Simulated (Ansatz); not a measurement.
# AsH5OSi: vertical and adiabatic energies of changing the electron count in Python

A script is to give vertical and adiabatic energies of changing the electron count; the system is AsH5OSi. SMILES: O[SiH2][AsH2].

Computed with Ansatz 0.2.0 through its Python package. Level of theory: PBE/def2-SVP.

**1. Starting point**

Bond lengths: O1–Si2 1.672 Å, Si2–As3 2.298 Å, O1–H4 1.031 Å, Si2–H5 1.489 Å, Si2–H6 1.488 Å, As3–H7 1.614 Å, As3–H8 1.544 Å. Angles: O1–Si2–As3 107.3°, O1–Si2–H5 109.4°, O1–Si2–H6 111.1°, As3–Si2–H5 109.6°, As3–Si2–H6 110.0°, H5–Si2–H6 109.4°, Si2–O1–H4 100.5°, Si2–As3–H7 92.6°, Si2–As3–H8 93.0°, H7–As3–H8 90.7°.

ash5osi.xyz, read by the script:

```xyz
8

O    -1.80440    0.15710   -0.29070
Si   -0.17400    0.50050   -0.15250
As    0.72570   -1.02620    1.31010
H    -2.09750    0.89640   -0.94760
H     0.47590    0.35840   -1.48410
H     0.04190    1.88170    0.35800
H     2.23760   -0.65770    0.88020
H     0.68700   -2.16730    0.27080
```

**2. Script**

adiabatic.py

```python
"""How AsH5OSi relaxes after losing an electron."""

import ansatz
import numpy as np


def main() -> None:
    system = ansatz.Crystal.molecule_from_extxyz("ash5osi.xyz")

    model = system.calculation().basis(gaussian="def2-SVP").functional("PBE")
    symbols = [site.symbol for site in system.cartesian_sites]
    start = np.array([site.position_ang for site in system.cartesian_sites], dtype=float)
    summary = model.relax(force_tolerance=0.01).run(threads=1, pin="off").report
    end = np.array(summary["positions_ang"])

    minimum = ansatz.Crystal.molecule()
    for symbol, place in zip(symbols, end):
        minimum = minimum.atom(symbol, place.tolist())
    ion = minimum.calculation().basis(gaussian="def2-SVP").functional("PBE").charge(1).spin("collinear", total=1)
    vertical = ion.run(threads=1, pin="off").report
    settled = ion.relax(force_tolerance=0.01, max_steps=80).run(threads=1, pin="off").report
    print(f"vertical ionisation energy   {vertical['free_energy_ev'] - summary['free_energy_ev']:.3f} eV")
    print(f"adiabatic, no zero point     {settled['free_energy_ev'] - summary['free_energy_ev']:.3f} eV")
    print(f"relaxation energy of the ion {vertical['free_energy_ev'] - settled['free_energy_ev']:.3f} eV")
    ionised = np.array(settled["positions_ang"])
    print("final positions (A) and the move of each atom")
    for symbol, xyz, old in zip(symbols, ionised, end):
        print(f"{symbol:2s} {xyz[0]:10.5f} {xyz[1]:10.5f} {xyz[2]:10.5f}   {np.linalg.norm(xyz - old):7.4f}")


if __name__ == "__main__":
    main()
```

**3. The calls as engine input**

The engine receives this input (first run):

```yaml
crystal:
  periodic: [false, false, false]
  atoms:
    - { symbol: O, position_ang: [-1.8044, 0.1571, -0.2907] }
    - { symbol: Si, position_ang: [-0.174, 0.5005, -0.1525] }
    - { symbol: As, position_ang: [0.7257, -1.0262, 1.3101] }
    - { symbol: H, position_ang: [-2.0975, 0.8964, -0.9476] }
    - { symbol: H, position_ang: [0.4759, 0.3584, -1.4841] }
    - { symbol: H, position_ang: [0.0419, 1.8817, 0.358] }
    - { symbol: H, position_ang: [2.2376, -0.6577, 0.8802] }
    - { symbol: H, position_ang: [0.687, -2.1673, 0.2708] }
basis:
  gaussian:
    orbitals: def2-SVP
hamiltonian:
  xc: pbe
relax:
  f_tol: 0.01
```

**4. Running it**

On the command line:

```
$ python adiabatic.py
```

Q: Predict the main results. Wanted: vertical ionisation energy; adiabatic ionisation energy, no zero point.

**Answer**, as computed:

| quantity | value |
| --- | --- |
| vertical ionisation energy | 9.431 eV |
| adiabatic ionisation energy, no zero point | 8.529 eV |
| runs compared | 3 |

In words: The ionisation energy is a difference of two total energies at the neutral geometry; letting the ion relax lowers it by 0.90 eV. The dearest, run 3, took some 13 times as long as run 2. Run 1: The relaxation took 10 moves; the largest shift is 0.211 Å, of atom 4 (H). Run 3: The relaxation took 42 moves; the largest shift is 1.909 Å, of atom 7 (H). So large a move can change the bonding: the results belong to the relaxed structure. The energies are electronic: no zero-point or thermal terms, and the basis set is short of its limit. The product may relax into another structure. Each relaxation finds its nearest minimum, which needn't be the lowest.
